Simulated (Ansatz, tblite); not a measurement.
# The cluster As₆Se: a ladder of methods and basis sets

The task here is to estimate one member of a computed series from the others.

Method: as each input shows; program: Ansatz 0.2.0, Gaussian basis.

Plan: GFN1-xTB, GFN2-xTB, PBE-D4/def2-TZVP, r2SCAN-D4/def2-TZVP, BLYP-D4/def2-TZVP, LC-ωPBE/def2-TZVP, PBE-D4/def2-SVP, PBE0-D4/def2-SVP, HF/STO-3G, PBE-D4/def2-TZVPD, BLYP-D4/def2-TZVPD, MP2/def2-SVP, RPA/def2-SVP.

10 further runs of the same task are left out: 8 that didn't finish, 2 set aside as unsound or not needed.

## The relaxed structure

The geometry is that of the singlet, from an earlier relaxation (r2SCAN-D4/def2-SVP). At that level it is the lowest of the isomers that a small search found.

7 atoms, charge 0, spin multiplicity 1.

Bond lengths: As1–As2 2.497 Å, As1–As3 2.506 Å, As1–As6 2.440 Å, As2–As4 2.440 Å, As2–As5 2.506 Å, As3–As5 2.497 Å, As3–As6 2.440 Å, As4–As5 2.440 Å, As4–Se7 2.353 Å, As6–Se7 2.353 Å. Angles: As2–As1–As3 90.0°, As2–As1–As6 104.6°, As3–As1–As6 59.1°, As1–As2–As4 104.6°, As1–As2–As5 90.0°, As4–As2–As5 59.1°, As1–As3–As5 90.0°, As1–As3–As6 59.1°, As5–As3–As6 104.6°, As2–As4–As5 61.8°, As2–As4–Se7 107.5°, As5–As4–Se7 107.5°, As2–As5–As3 90.0°, As2–As5–As4 59.1°, As3–As5–As4 104.6°, As1–As6–As3 61.8°, As1–As6–Se7 107.5°, As3–As6–Se7 107.5° and more.

Geometry (Å):

```xyz
7

As    0.8140   -0.0542    1.8955
As    1.7143   -1.1366   -0.1667
As    0.1980    1.9760    0.5610
As   -0.1718   -1.1788   -1.7139
As    1.0981    0.8936   -1.5013
As   -1.5163    0.4378    1.3659
Se   -2.1362   -0.9377   -0.4404
```

PBE0-D4/def2-TZVP was run before; its log isn't repeated, and its numbers join the tables.

The first run:

Tight binding, by tblite at 300 K electronic temperature and without a spin-polarisation term:

```python
tblite.interface.Calculator('GFN1-xTB', numbers, positions, charge=0, uhf=0).singlepoint()
```

Tight binding, by tblite at 300 K electronic temperature and without a spin-polarisation term:

```python
tblite.interface.Calculator('GFN2-xTB', numbers, positions, charge=0, uhf=0).singlepoint()
```

start.molden holds the orbitals of an earlier run on this state, given as this run's starting guess.

File in.yaml:

```yaml
crystal:
  periodic: [false, false, false]
  atoms:
    - {symbol: As, position_ang: [0.813959, -0.054243, 1.895513]}
    - {symbol: As, position_ang: [1.714252, -1.136569, -0.166729]}
    - {symbol: As, position_ang: [0.197996, 1.975978, 0.560964]}
    - {symbol: As, position_ang: [-0.171843, -1.178821, -1.713914]}
    - {symbol: As, position_ang: [1.098150, 0.893567, -1.501300]}
    - {symbol: As, position_ang: [-1.516344, 0.437760, 1.365858]}
    - {symbol: Se, position_ang: [-2.136169, -0.937673, -0.440403]}
basis:
  gaussian: {orbitals: def2-TZVP, initial_orbitals: start.molden}
hamiltonian: {xc: pbe, dispersion: d4}
scf: {omitted_lower_state_checks: [starts]}
output: {orbitals: {seedname: orbitals}}
```

Launch:

```
> ansatz run in.yaml --threads 4 --pin off --events-out ev --progress --plain --max-ram 4787MiB
```

Steps of the session up to this table: PBE-D4/def2-TZVP; r2SCAN-D4/def2-TZVP; BLYP-D4/def2-TZVP; LC-ωPBE/def2-TZVP; PBE-D4/def2-SVP; PBE0-D4/def2-SVP; HF/STO-3G; PBE-D4/def2-TZVPD; BLYP-D4/def2-TZVPD; MP2/def2-SVP; RPA/def2-SVP.

One table of the session follows, with a row left open; its other results are not shown here.

It belongs to the step «Binding energy». 

```
              level  binding an atom (eV)
          HF/STO-3G                 1.675
        HF/def2-SVP                 0.727
    PBE-D4/def2-SVP                 2.934
   PBE-D4/def2-TZVP                 2.968
  PBE-D4/def2-TZVPD                 2.971
  BLYP-D4/def2-TZVP                 2.889
 BLYP-D4/def2-TZVPD                 2.891
r2SCAN-D4/def2-TZVP                 2.739
   PBE0-D4/def2-SVP                 2.693
  PBE0-D4/def2-TZVP                 2.747
  LC-ωPBE/def2-TZVP                 2.371
       RPA/def2-SVP                     ?
       MP2/def2-SVP                 2.177
```

Estimate the missing values for RPA/def2-SVP.

**Answer.** binding an atom (eV): 2.084. In the column «binding an atom (eV)» it lies between HF/STO-3G (1.675) and MP2/def2-SVP (2.177).

Limits of these values: Free atoms were run apart at each level; binding is atoms less cluster, divided by the number of atoms, without zero-point or spin-orbit terms.
